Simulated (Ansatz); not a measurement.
From input file to script: Ca3Mg, space group Fm-3m in Ansatz 0.2.0.

```yaml
crystal:
  lattice:
    - [0.0, 4.159925, 4.159925]
    - [4.159925, 0.0, 4.159925]
    - [4.159925, 4.159925, 0.0]
  atoms:
    - { symbol: Ca, position: [0.5, 0.5, 0.5] }
    - { symbol: Ca, position: [0.25, 0.25, 0.25] }
    - { symbol: Ca, position: [0.75, 0.75, 0.75] }
    - { symbol: Mg, position: [0.0, 0.0, 0.0] }
kpoints:
  mp_grid: { grid: [6, 6, 6], shift: [0.0, 0.0, 0.0] }
hamiltonian:
  xc: r2scan
  dispersion: d3bj
scf:
  occupations: { method: fermi_dirac, width: 0.1 }
output:
  write_density: true
  write_potential: true
  volumetric_format: npy
  elf: true
  dos: { de: 0.1, method: { smearing: { sigma: 0.2 } }, projected: true }
  eigenvalues: true
```

Launched from the shell:
```console
$ ansatz run input.yaml --threads 1 --pin off --max-ram 3072MiB --backend cpu --events-out ev --progress --plain --runs-dir out
Warning: the engine holds no damping parameters fitted to this dispersion correction and functional, so the run takes those fitted to r2scan beside the three-body term, which d3bj leaves out (hamiltonian.dispersion, under Limitations)
Engine: ansatz 0.2.0, x86_64-unknown-linux-gnu
Pseudopotentials: kind: paw
Pseudopotential: Ca, paw, valence charge 10, recommended cutoff 500 eV (meta_gga), Ca.paw.azcp
Pseudopotential: Mg, paw, valence charge 10, recommended cutoff 500 eV (meta_gga), Mg.paw.azcp
Functional definition: r2SCAN
  parameter k0 = 0.174
  parameter k1 = 0.065
  parameter a1 = 4.9479
  exchange = r2scan_x(k0 = k0, k1 = k1, a1 = a1)
  correlation = r2scan_c
Crystal: 4 atoms, lattice volume = 143.975 Å³
Basis set: ecut = 500 eV, 3695 PW (Γ), exchange–correlation on 180×180×180 points (64 copies of the dense FFT grid, shifted against one another)
Bands: 24, of which v1, the nominal top of the filled ones, is band 20 counted from 1 (19 counted from 0)
Symmetry: 48 space group operations
Space group: Fm-3m (ITA 225), of the structure as read, at distance tolerance 5.2e-5 Å
k-points: 16 of 216
Non-local potential: Ca, projectors of the file, l = 0: 3, l = 1: 2, l = 2: 2
Non-local potential: Mg, projectors of the file, l = 0: 3, l = 1: 2, l = 2: 1
PAW form: soft (Blöchl's): semilocal exchange-correlation on the pseudo side does not see the compensation charge
PAW frozen core: Ca, regenerated for the run's functional (the file was generated under x = pbe(κ = 0.804, μ = 0.2195149727645171), c = pbe(β = 0.06672455060314922))
PAW frozen core: Mg, regenerated for the run's functional (the file was generated under x = pbe(κ = 0.804, μ = 0.2195149727645171), c = pbe(β = 0.06672455060314922))
PAW one-centre angular grid: Ca, 302 points (default); XC on 160 Gauss nodes
PAW one-centre angular grid: Mg, 302 points (default); XC on 224 Gauss nodes
Initial density: superposition of atomic densities (neutral atoms: chi_scale 0, normalization atom), corrected by the library's trained network
Initial wavefunctions: pseudopotential atomic-orbital guess
Functional: x = r2scan, c = r2scan; τ floored in thin density (d = 2e-4 eV/Å³)
SCF iter   1: F=—  HF=-7391.866020 eV  |F-HF|=—  |Δ(HF+E_count)|=         —  Δρ=5.33e-3  dr2=4.51e-2  dr2_τ=4.43e-3  ethr=1.77e-3  ⟨swp⟩=7.6  Hψ=1868  notcnv=0
preconditioner: auto → Kerker (q_TF=auto, 2.204 Å⁻¹)  [metal: Δε(μ)=0.048 eV  Ē_g=2.680 eV  σ=0.100 eV  W_gap=0.12  n_scr=26 (ndim 8)  ℏωp=8.8 eV  f_vac=0.000  D(μ)=4.05/eV (n_scr^D=26)]
SCF iter   2: F=—  HF=-7391.941784 eV  |F-HF|=—  |Δ(HF+E_count)|=   7.58e-2  Δρ=2.75e-3  dr2=1.84e-2  dr2_τ=2.38e-4  ethr=1.13e-4  ⟨swp⟩=2.0  Hψ=880  notcnv=0
SCF iter   3: F=—  HF=-7391.939130 eV  |F-HF|=—  |Δ(HF+E_count)|=   2.65e-3  Δρ=7.24e-4  dr2=1.88e-3  dr2_τ=6.14e-5  ethr=4.59e-5  ⟨swp⟩=3.0  Hψ=772  notcnv=0
SCF iter   4: F=—  HF=-7391.939161 eV  |F-HF|=—  |Δ(HF+E_count)|=   3.13e-5  Δρ=1.77e-4  dr2=4.15e-5  dr2_τ=2.19e-6  ethr=4.69e-6  ⟨swp⟩=3.0  Hψ=723  notcnv=0
SCF iter   5: F=—  HF=-7391.939245 eV  |F-HF|=—  |Δ(HF+E_count)|=   8.36e-5  Δρ=3.64e-5  dr2=3.16e-6  dr2_τ=1.56e-7  ethr=1.04e-7  ⟨swp⟩=2.8  Hψ=694  notcnv=0
SCF iter   6: F=—  HF=-7391.939245 eV  |F-HF|=—  |Δ(HF+E_count)|=   4.40e-7  Δρ=9.92e-6  dr2=3.49e-7  dr2_τ=1.84e-8  ethr=7.89e-9  ⟨swp⟩=2.6  Hψ=699  notcnv=0
SCF iter   7: F=-7391.939245 eV  HF=-7391.939245 eV  |F-HF|=8.09e-11  |Δ(HF+E_count)|=   9.66e-8  Δρ=2.97e-6  dr2=1.70e-8  dr2_τ=1.78e-9  ethr=2.50e-10  ⟨swp⟩=4.8  Hψ=1334  notcnv=0
SCF 1 converged in 7 iterations: F = -7391.939245 eV  dr2 = 1.70e-8
  greatest PAW one-centre occupation: 1.000 electrons in one spin orbital (limit 2), on the Mg atom at site 3 (counted from 0), in its partial waves of l = 0
SCF converged after 7 iterations
Free energy (F): -7391.939245 eV
Harris-Foulkes:  -7391.939245 eV  (|F-HF|=8.09e-11)
Internal energy: -7391.806452 eV  (E = F + TS)
E sigma→0 (E₀):  -7391.872849 eV
Entropy (-TS):   -0.132793 eV (-33.198 meV/atom)
Fermi energy:    5.235775 eV
--- Per-component energies (eV) ---
  E_band       = -912.746460
  E_kinetic    = 901.057649
  E_local      = -4180.973778  (includes V_loc(G=0)·N_el)
  E_nonlocal   = 285.624135
  E_hartree    = 1442.179451
  E_xc         = -431.384867
  E_vxc        = -612.399542  (∫ρ·V_xc dr)
  E_paw        = -2887.707190  (= ΣΔE_a)
  E_vpaw       = -227.533353  (= ΣTr[D̂ρ^β])
  E_aug_tail   = -0.000013  (compensation charges beyond the density's cutoff)
  E_vtau       = 37.117434  (kinetic-family band-sum trace: ∫τ·v_τ [+ j·A + Jᵃ·Aᵃ] dr)
  E_ewald      = -2519.452706
  E_disp       = -0.460930  (pairwise vdW)
  E_core_change = -0.688204  (= ΣΔE_core)
  E_smearing   = -0.132793  (= −TS)
  E_closure    = -0.000000  (closes the sum)
  Σ components = -7391.939245   (vs F -7391.939245, Δ=0.00e0)
--- Band table (eV; the first three rows and the last of 16) ---
  k-point 0: bands = ["-73.4787", "-38.5731", "-38.5731", "-38.5731", "-38.5230", "-38.3156", "-38.3110", "-18.6568", "-18.6568", "-18.6568", "-18.4438", "-18.4438", "-18.4438", "-18.3947", "-18.3947", "-18.3947", "0.4171", "5.3728", "5.3728", "5.3728", "5.7314", "5.7314", "6.2997", "6.2997"]
  k-point 1: bands = ["-73.4787", "-38.5732", "-38.5731", "-38.5731", "-38.5227", "-38.3155", "-38.3114", "-18.6589", "-18.6589", "-18.6577", "-18.4401", "-18.4401", "-18.4359", "-18.4027", "-18.3964", "-18.3964", "0.6292", "4.6980", "5.2796", "5.2796", "5.8564", "5.8564", "6.1967", "6.3844"]
  k-point 2: bands = ["-73.4787", "-38.5732", "-38.5731", "-38.5731", "-38.5220", "-38.3150", "-38.3125", "-18.6629", "-18.6629", "-18.6578", "-18.4319", "-18.4319", "-18.4209", "-18.4191", "-18.4007", "-18.4007", "1.2390", "3.4683", "5.1621", "5.1621", "6.0363", "6.0363", "6.1562", "6.6225"]
  k-point 15: bands = ["-73.4787", "-38.5733", "-38.5732", "-38.5732", "-38.5213", "-38.3146", "-38.3136", "-18.6756", "-18.6671", "-18.6511", "-18.4514", "-18.4163", "-18.4127", "-18.4084", "-18.4051", "-18.4032", "2.5490", "3.2121", "3.8293", "3.9207", "5.7160", "6.0013", "6.6804", "6.9475"]
```

`ca3mg.py`:
```python
"""SCF run for Ca3Mg."""

from collections import defaultdict
from pathlib import Path
import itertools
import logging
import sys
import warnings

import ansatz as az
import numpy as np

logging.basicConfig(stream=sys.stdout, format="[%(levelname)s] %(message)s")
log = logging.getLogger("run")
log.setLevel(logging.INFO)

warnings.simplefilter("ignore", az.DeckWarning)

lattice = az.Lattice.of(
    (0.0, 4.159925, 4.159925),
    (4.159925, 0.0, 4.159925),
    (4.159925, 4.159925, 0.0),
)
sites = [
    ("Ca", (0.5, 0.5, 0.5)),
    ("Ca", (0.25, 0.25, 0.25)),
    ("Ca", (0.75, 0.75, 0.75)),
    ("Mg", (0.0, 0.0, 0.0)),
]
structure = az.Crystal(lattice=lattice)
for symbol, position in sites:
    structure = structure.atom(symbol, position)

# settings of the run
job = structure.calculation()
job = job.kpoints(6, center="gamma").occupations("Fermi-Dirac", width=100 * az.meV)
job = job.functional("r2scan", dispersion="d3bj")
job = job.potential()
job = job.band_table()
job = job.density()
job = job.electron_localization_function()
job = job.output_files(volumetric_format="npy").density_of_states(energy_step=0.1, method="smearing", broadening_width=0.2, projected=True)
outcome = job.run(threads=1, pin="off")
rep = outcome.report

energy = rep["free_energy_ev"]
log.info("Ca3Mg: {:.6f} eV = {:.6f} Ry = {:.6f} Ha".format(energy, energy / 13.605693, energy / 27.211386))
log.info("Fermi level {:.4f} eV, {} k-points, {} symmetry operations".format(rep["fermi_energy_ev"], rep["n_kpoints"], rep["n_symmetry_ops"]))

v = outcome.potential()
line = v.v_es_ev.mean(axis=(0, 1))
log.info("planar mean of the electrostatic potential along the third grid axis (eV):")
print(np.round(line[:: max(len(line) // 12, 1)], 3))

# the band energy is the weighted sum of filled levels
eps, occ = np.array(rep["eigenvalues_ev"]), np.array(rep["occupations"])
wk = np.tile(rep["kweights"], len(eps) // len(rep["kweights"]))
log.info(f"sum of w f eps = {wk @ (eps * occ).sum(axis=1):.4f} eV, reported band energy {rep['components']['e_band']:.4f} eV")

# valence electrons inside a sphere about each atom
rho = outcome.density()
total = sum(channel.density_e_per_ang3 for channel in rho.channels[:2])
grid_cell = np.asarray(rho.fft_grid_basis) @ outcome.lattice.cell_ang
mesh = np.stack(np.meshgrid(*[np.arange(n) / n for n in rho.dims], indexing="ij"), axis=-1)
for site in outcome.lattice.sites:
    offset = mesh - site.position_ang @ np.linalg.inv(grid_cell)
    offset -= offset.round()
    distance = np.min([np.linalg.norm((offset + shift) @ grid_cell, axis=-1) for shift in itertools.product((-1, 0, 1), repeat=3)], axis=0)
    inside = [total[distance < radius].sum() * rho.cell_volume_ang3 / total.size for radius in (0.8, 1.0, 1.2)]
    print(site.symbol, "electrons within 0.8, 1.0, 1.2 A:", np.round(inside, 2))

folder = Path(outcome.write_results("fields"))
log.info("densities in e/A^3, potentials in eV, ELF without unit")
for name in sorted(p.name for p in folder.glob("*.npy")):
    field = np.load(folder / name)
    log.info(f"{name:16s} {str(field.shape):16s} min {field.min():10.4f}  mean {field.mean():10.4f}  max {field.max():10.4f}")

dos = outcome.density_of_states()
energy = np.asarray(dos.energies_ev) - dos.fermi_ev
projected = outcome.projected_density_of_states()
by_shell = defaultdict(float)
for site in projected.sites:
    for shell in site.shells:
        for part in shell.curves:
            by_shell[f"{site.species} {'spdf'[shell.l]}"] += np.sum(part.g_bin_mean_per_ev, axis=0)
log.info("E - E_F  " + " ".join(f"{name:>7s}" for name in by_shell))
for e in np.arange(-5, 5 + 0.1, 1.0):
    log.info(f"{e:7.1f}  " + " ".join(f"{np.interp(e, energy, curve):7.3f}" for curve in by_shell.values()))
```

Running `python ca3mg.py` prints:
```text
[INFO] Ca3Mg: -7391.939245 eV = -543.297519 Ry = -271.648759 Ha
[INFO] Fermi level 5.2358 eV, 16 k-points, 48 symmetry operations
[INFO] planar mean of the electrostatic potential along the third grid axis (eV):
[2.301 2.85  3.026 2.039 1.511 1.743 1.643 1.02  1.02  1.643 1.743 1.511
 2.039 3.026 2.85 ]
[INFO] sum of w f eps = -912.7465 eV, reported band energy -912.7465 eV
Ca electrons within 0.8, 1.0, 1.2 A: [5.98 7.37 7.95]
Ca electrons within 0.8, 1.0, 1.2 A: [6.13 7.36 7.94]
Ca electrons within 0.8, 1.0, 1.2 A: [6.13 7.36 7.94]
Mg electrons within 0.8, 1.0, 1.2 A: [7.89 8.18 8.46]
[INFO] densities in e/A^3, potentials in eV, ELF without unit
[INFO] elf.npy          (45, 45, 45)     min     0.0404  mean     0.3825  max     0.8658
[INFO] rho.npy          (45, 45, 45)     min     0.0522  mean     0.2778  max    31.5104
[INFO] v_es.npy         (45, 45, 45)     min   -96.3219  mean     1.9980  max     8.3274
[INFO] v_tot.npy        (45, 45, 45)     min  -112.1226  mean    -6.4074  max     1.0530
[INFO] E - E_F     Ca s    Ca p    Mg s    Mg p
[INFO]    -5.0    0.015   0.000   0.005   0.000
[INFO]    -4.0    0.593   0.006   0.247   0.000
[INFO]    -3.0    0.487   0.012   0.787   0.000
[INFO]    -2.0    1.434   0.013   0.376   0.000
[INFO]    -1.0    1.148   0.007   0.185   0.000
[INFO]     0.0    0.471   0.002   0.016   0.000
[INFO]     1.0    0.220   0.001   0.021   0.000
[INFO]     2.0    0.001   0.000   0.000   0.000
[INFO]     3.0    0.000   0.000   0.000   0.000
[INFO]     4.0    0.000   0.000   0.000   0.000
[INFO]     5.0    0.000   0.000   0.000   0.000
```

What to keep in mind:
- Total energies depend on the potentials; only differences at equal settings carry meaning. A total without «per atom» is that of the cell as typed.
- The dispersion term runs with damping parameters of another functional.
- Dispersion corrections can be off by several per cent in the lattices of metals, and by several GPa in the pressure at a fixed cell.
- The mesh is modest for a metal, so energies can be off by several to tens of meV an atom and pressures by half a GPa or more; differences at equal mesh fare better.
- Only differences from the Fermi energy are physical; the zero of the scale is a convention.
- Projections exist only for the shells that the potentials hold, some of them semicore, and samples at single energies can miss narrow peaks.
- The empty d shell of the heavier alkali and alkaline-earth atoms, which makes much of a conduction band, may have no channel.
- Densities and potentials on the grid are those of the valence electrons, and inside the cores they hang on the potentials used.
- The structure comes from a database of computed cells and needn't be a stable or known phase.
- Gaps and levels are Kohn-Sham values on a finite set of k-points.
- The computed bands are complete only to about 1.1 eV above the Fermi level; beyond that the density of states is undercounted.
- The script silences the warnings on its input, which a real study should read.
- Wall time of the script: 4.5 s on 1 thread of Intel(R) Xeon(R) 6975P-C (Granite Rapids), with other jobs on the host, peak memory 0.73 GiB.

(Lines on the test bed's own set-up are left out of the output.)
